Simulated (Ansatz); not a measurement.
# ClGaH₂OSi: small, medium and large basis sets

The task here is to estimate one member of a computed series from the others.

Program: Ansatz 0.2.0, Gaussian basis. Level of theory: one geometry, several basis sets. These are calculated values, not measurements.

Levels to be run: PBE0-D4/def2-SVP; ωB97M-V/def2-SVP; PBE0-D4/def2-QZVPP; ωB97M-V/def2-QZVPP; the functionals' def2-TZVPP values are taken from earlier runs.

**Structure used throughout**

All runs share one geometry, relaxed beforehand with PBE0-D4 in a triple-zeta def2 set.

SMILES `[Cl][Ga]1[O][SiH2]1`, 6 atoms, charge 0, spin multiplicity 1.

Atoms are counted from 1 here; the program's logs count them from 0.

Bond lengths: Cl1–Ga2 2.124 Å, Ga2–O3 1.944 Å, Ga2–Si4 2.293 Å, O3–Si4 1.622 Å, Si4–H5 1.486 Å, Si4–H6 1.486 Å. Angles: Cl1–Ga2–O3 115.1°, Cl1–Ga2–Si4 159.1°, O3–Ga2–Si4 44.1°, Ga2–O3–Si4 79.5°, Ga2–Si4–O3 56.4°, Ga2–Si4–H5 121.4°, Ga2–Si4–H6 121.4°, O3–Si4–H5 119.8°, O3–Si4–H6 119.8°, H5–Si4–H6 109.3°.

Set-up of the first run:

in.yaml

```yaml
crystal:
  periodic: [false, false, false]
  atoms:
    - {symbol: Cl, position_ang: [-0.665756, -3.275121, 0.057115]}
    - {symbol: Ga, position_ang: [0.079871, -1.300360, 0.293273]}
    - {symbol: O, position_ang: [-0.860085, 0.062041, -0.725573]}
    - {symbol: Si, position_ang: [0.262061, 0.968652, 0.016084]}
    - {symbol: H, position_ang: [1.369295, 1.565793, -0.774636]}
    - {symbol: H, position_ang: [-0.143388, 1.914896, 1.087537]}
basis:
  gaussian: {orbitals: def2-SVP}
hamiltonian: {xc: pbe0, dispersion: d4}
output: {orbitals: {seedname: orbitals}}
```

The run is started by

```sh
> ansatz run in.yaml --threads 2 --pin off --events-out ev --progress --plain --max-ram 4352MiB
```

Among the steps run: PBE0-D4 in def2-SVP; ωB97M-V in def2-SVP; PBE0-D4 in def2-QZVPP; ωB97M-V in def2-QZVPP.

One of the session's tables, all rows but one given; the rest of the session is left out.

It belongs to the step «Density functionals: the series». 

| functional | basis | HOMO (eV) | LUMO (eV) |
| --- | --- | --- | --- |
| PBE0-D4 | def2-SVP | -6.87 | -2.16 |
| PBE0-D4 | def2-TZVPP | -6.94 | -2.22 |
| PBE0-D4 | def2-QZVPP | -6.98 | -2.27 |
| ωB97M-V | def2-SVP | -8.86 | -0.26 |
| ωB97M-V | def2-TZVPP | ? | ? |
| ωB97M-V | def2-QZVPP | -9.02 | -0.50 |

Estimate the missing values for ωB97M-V, def2-TZVPP.

The run gave: HOMO (eV): -8.96; LUMO (eV): -0.40. In the column «HOMO (eV)» it lies between ωB97M-V, def2-QZVPP (-9.02) and ωB97M-V, def2-SVP (-8.86).
